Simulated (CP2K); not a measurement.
In3Se:

```
In Se
1.0
     4.80376    0.00000    0.00000
     0.00000    4.80376    0.00000
     0.00000    0.00000    4.80376
In Se
3 1
Direct
  0.50000 0.50000 0.00000
  0.50000 0.00000 0.50000
  0.00000 0.50000 0.50000
  0.00000 0.00000 0.00000
```

The cell comes from a database or a generator and needn't be the stable form of this composition.

* Program: CP2K 2026.2
* Task: single point
* Functional: PBE
* Potentials or basis: POTENTIAL_UZH In GTH-PBE-q13, Se GTH-PBE-q6; TZVP-MOLOPT-PBE-GTH basis
* Density cutoff: 6123 eV
* k mesh: 6 × 6 × 6
* Occupations: fermi-dirac, width 0.05 eV
* Spin: no spin polarisation

On this cell: pressure -0.1 GPa; largest force zero by symmetry; band gap on the k mesh none (metal or under the smearing width).

The same run follows on a disturbed copy (atoms moved at random, drawn with an rms of 0.05 Å):

```xyz
4
Lattice="4.8038 0.0000 0.0000 0.0000 4.8038 0.0000 0.0000 0.0000 4.8038" Properties=species:S:1:pos:R:3 pbc="T T T"
In    2.3414    2.4440    0.0013
In    2.4134   -0.0311    2.3915
In   -0.0345    2.3888    2.3965
Se   -0.0060    0.0027    0.0038
```

**Question.** What changes?

**Answer.** The energy (extrapolated to zero smearing) moves by +0.9 meV/atom; pressure -0.1 GPa; largest force 0.107 eV/Å; band gap on the k mesh none (metal or under the smearing width).

Forces in eV/Å, atoms in the order of the input:
```
In   0.007 -0.072 -0.024
In  -0.028  0.102  0.015
In   0.016 -0.044  0.012
Se   0.004  0.015 -0.002
```

Caveats: the basis of atomic orbitals isn't converged, which shifts pressures, moduli and gaps.
